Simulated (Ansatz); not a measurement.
# CH5BFN (SMILES CB(N)F): HF/STO-3G

What is the vertical ionisation energy of CH5BFN at HF/STO-3G? 

Program for the calculation: Ansatz 0.2.0.

126 further runs of the same task are left out: 126 set aside as unsound or not needed.

### Step 1. Starting point

CH5BFN has 9 atoms, charge 0, and is taken as a singlet. SMILES: `CB(N)F`. Geometry: relaxed at PBE0-D4/def2-TZVP.

Bond lengths: C1–B2 1.566 Å, B2–N3 1.396 Å, B2–F4 1.347 Å, C1–H5 1.094 Å, C1–H6 1.091 Å, C1–H7 1.094 Å, N3–H8 1.006 Å, N3–H9 1.003 Å. Some angles: C1–B2–N3 124.5°, C1–B2–F4 118.6°, N3–B2–F4 116.9°, B2–C1–H5 110.2°, B2–C1–H6 113.8°, B2–C1–H7 110.2°, B2–N3–H8 122.4°, B2–N3–H9 123.0°, H5–C1–H6 108.1°, H5–C1–H7 106.2°.

### Step 2. A single-point energy at HF/STO-3G

File job.yaml:

```yaml
crystal:
  periodic: [false, false, false]
  atoms:
    - {symbol: C, position_ang: [-0.428400, 0.964700, -0.539000]}
    - {symbol: B, position_ang: [0.098200, -0.482300, -0.251400]}
    - {symbol: "N", position_ang: [0.546200, -0.928100, 0.993800]}
    - {symbol: F, position_ang: [0.128500, -1.370900, -1.263800]}
    - {symbol: H, position_ang: [0.176600, 1.438400, -1.318100]}
    - {symbol: H, position_ang: [-0.424000, 1.616300, 0.336600]}
    - {symbol: H, position_ang: [-1.450400, 0.924300, -0.928000]}
    - {symbol: H, position_ang: [0.878700, -1.865200, 1.143700]}
    - {symbol: H, position_ang: [0.563100, -0.343500, 1.809000]}
basis:
  gaussian: {orbitals: STO-3G}
hamiltonian: {xc: hf}
accuracy: high
output: {orbitals: {seedname: orbitals}}
```

Command:

```
$ ansatz run job.yaml --threads 1 --pin off --max-ram 3480MiB --events-out events.jsonl --progress --plain --runs-dir runs
```

The log of the run:

```text
Warning: RAYON_NUM_THREADS=1 ignored (pool sized by the plan → 1); use --threads N
Functional definition: HF
  name "HF"
  exchange = exact_x
  correlation = 0
499 factors; integrals over basis functions are off by at most 1.6e-8 eV
mean field evaluation 1: about -5891.6336 eV, gradient 2.1e1 eV
mean field evaluation 2: about -5891.7586 eV, gradient 2.1e1 eV
mean field evaluation 4: about -5893.4238 eV, gradient 1.2e0 eV
mean field evaluation 8: about -5893.4288 eV, gradient 3.1e-2 eV
mean field -5893.42880865 eV, -216.5795140085 hartree, gradient 1.1e-8 eV, S^2 0.000000; 0 other end points of the search recorded, 0 dependent functions left out
reference -5893.42880865 eV, -216.5795140085 hartree; 16, 16 occupied and 9, 9 virtual orbitals, 499 factors
Total energy: -5893.42880865 eV, -216.5795140085 hartree
```

Wall time 0.2 s (1 thread of Arm Neoverse V1, shared host).

### Step 3. The doublet cation, same level

job.yaml, as its differences from that of step 2:

```diff
@@ -5,3 +5,3 @@
     - {symbol: B, position_ang: [0.098200, -0.482300, -0.251400]}
-    - {symbol: "N", position_ang: [0.546200, -0.928100, 0.993800]}
+    - {symbol: N, position_ang: [0.546200, -0.928100, 0.993800]}
     - {symbol: F, position_ang: [0.128500, -1.370900, -1.263800]}
@@ -13,5 +13,12 @@
 basis:
-  gaussian: {orbitals: STO-3G}
-hamiltonian: {xc: hf}
+  gaussian:
+    orbitals: STO-3G
+total_charge: 1
+magnetization:
+  spin_polarized: true
+  initial_magnetization: 1
+hamiltonian:
+  xc: hf
 accuracy: high
-output: {orbitals: {seedname: orbitals}}
+output:
+  orbitals: {seedname: orbitals}
```

Command:

```
$ ansatz run job.yaml --threads 1 --pin off --max-ram 3480MiB --events-out events.jsonl --progress --plain --runs-dir runs
```

The log of the run:

```text
Warning: RAYON_NUM_THREADS=1 ignored (pool sized by the plan → 1); use --threads N
[... 4 set-up lines as earlier in the session ...]
498 factors; integrals over basis functions are off by at most 1.6e-8 eV
mean field evaluation 1: about -5882.4664 eV, gradient 2.0e1 eV
mean field evaluation 2: about -5882.5739 eV, gradient 2.0e1 eV
mean field evaluation 4: about -5885.9218 eV, gradient 1.8e0 eV
mean field evaluation 8: about -5885.9646 eV, gradient 8.2e-4 eV
mean field evaluation 16: about -5883.4019 eV, gradient 6.9e0 eV
mean field -5885.96055446 eV, -216.3050607292 hartree, gradient 3.0e-8 eV, S^2 0.765860; 0 other end points of the search recorded, 0 dependent functions left out
reference -5885.96055446 eV, -216.3050607292 hartree; 16, 15 occupied and 9, 10 virtual orbitals, 498 factors
Total energy: -5885.96055446 eV, -216.3050607292 hartree
```

Run time: 0.26 s. Hardware: 1 thread of Arm Neoverse V1, shared host.

### Step 4. What came out

Level: HF/STO-3G.

| quantity | value |
| --- | --- |
| singlet CH5BFN: total energy | -216.57951 Eh |
| singlet CH5BFN: HOMO energy | -9.53 eV |
| singlet CH5BFN: LUMO energy | 9.86 eV |
| singlet CH5BFN: HOMO–LUMO gap | 19.39 eV |
| doublet cation: total energy | -216.30506 Eh |
| doublet cation: HOMO energy (highest over α and β) | -17.78 eV |
| doublet cation: LUMO energy (lowest over α and β) | -5.72 eV |
| doublet cation: ⟨S²⟩ | 0.766 |
| vertical ionisation energy (to the doublet cation) | 7.468 eV |

What this shows: The vertical ionisation energy comes to 7.47 eV (172 kcal/mol). The negative HOMO energy of the first species, 9.53 eV, lies 2.06 eV above that difference. In a minimal basis such a difference can be off by several eV, whatever the method.
